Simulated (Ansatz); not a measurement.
BiTe under changes of volume

One of the cells (33.855 Å³/atom); the others are scaled copies at fixed shape and fractional positions:

```
Bi Te
1.0
     0.00000    3.23500    3.23500
     3.23500    0.00000    3.23500
     3.23500    3.23500    0.00000
Bi Te
1 1
Direct
  0.00000 0.00000 0.00000
  0.50000 0.50000 0.50000
```

```yaml
Program: Ansatz 0.2.0
Functional: LDA
Potentials_or_basis: all-electron LAPW, scalar-relativistic
Cutoff: 177 eV (chosen from the basis error)
Basis_error_allowed: 0.001 eV/atom
k_mesh: 7 × 7 × 7
Occupations: fermi-dirac, width 0.05 eV
Spin: no spin polarisation
```

```csv
volume (Å³/atom),energy over the lowest point (meV/atom),pressure (GPa)
31.824,0.00,0.5
32.501,0.32,-0.7
33.178,5.29,-1.7
33.855,14.40,-2.6
34.532,27.24,-3.5
35.209,?,?
35.886,62.49,-4.9
```

Problem. What does the run at 35.209 Å³/atom give?

Solution. Energy over the lowest point 43.38 meV/atom; pressure -4.2 GPa.

Worked out: A Birch-Murnaghan fit of order 3 (a polynomial in V^(-2/3)) to the other rows has its minimum at 32.12 Å³/atom with B0 = V·E''(V) = 56 GPa and B' = 4.4. It gives 43.38 meV/atom at 35.209 Å³/atom, against the run's 43.38, and -dE/dV = -4.2 GPa, against -4.2.

Energies are extrapolated to zero smearing.
